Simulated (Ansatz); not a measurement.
# C2H4BFO: the cost of one run

Method: the settings change from run to run; program: Ansatz 0.2.0, Gaussian basis.

## 1. The relaxed structure

An earlier PBE0-D4 in a triple-zeta def2 set relaxation fixed the geometry.

9 atoms, charge 0, spin multiplicity 1.

Atoms are counted from 1 here; the program's logs count them from 0.

Bond lengths: B1–C2 1.508 Å, B1–H6 1.196 Å, B1–H7 1.197 Å, C2–C3 1.343 Å, C2–H8 1.085 Å, C3–O4 1.321 Å, C3–F5 1.324 Å, O4–H9 0.965 Å. Angles: C2–B1–H6 120.8°, C2–B1–H7 120.0°, H6–B1–H7 119.3°, B1–C2–C3 122.9°, B1–C2–H8 123.4°, C3–C2–H8 113.7°, C2–C3–O4 125.3°, C2–C3–F5 123.3°, O4–C3–F5 111.3°, C3–O4–H9 109.7°.

## 2. HF/aug-cc-pVTZ

This run has unrestricted orbitals.

Contents of in.yaml:

```yaml
crystal:
  periodic: [false, false, false]
  atoms:
    - {symbol: B, position_ang: [0.496160, 1.283873, 0.923454]}
    - {symbol: C, position_ang: [0.650017, 0.026406, 0.105040]}
    - {symbol: C, position_ang: [-0.391104, -0.608774, -0.458455]}
    - {symbol: O, position_ang: [-0.312576, -1.710372, -1.183024]}
    - {symbol: F, position_ang: [-1.643330, -0.192447, -0.348581]}
    - {symbol: H, position_ang: [-0.582359, 1.769075, 1.102521]}
    - {symbol: H, position_ang: [1.460032, 1.807060, 1.401833]}
    - {symbol: H, position_ang: [1.605937, -0.449965, -0.084609]}
    - {symbol: H, position_ang: [-1.194377, -1.971159, -1.475280]}
basis:
  gaussian: {orbitals: aug-cc-pVTZ}
magnetization: {spin_polarized: true, initial_magnetization: 0}
hamiltonian: {xc: {name: HF}}
```

Started as:

```sh
$ ansatz run in.yaml --threads 2 --pin off --events-out ev --progress --plain --max-ram 4352MiB
```

Q: Estimate wall time and peak memory on 2 threads of Intel Xeon at 2.50GHz, shared host.

About 64 s, with a peak of 1.4 GiB.
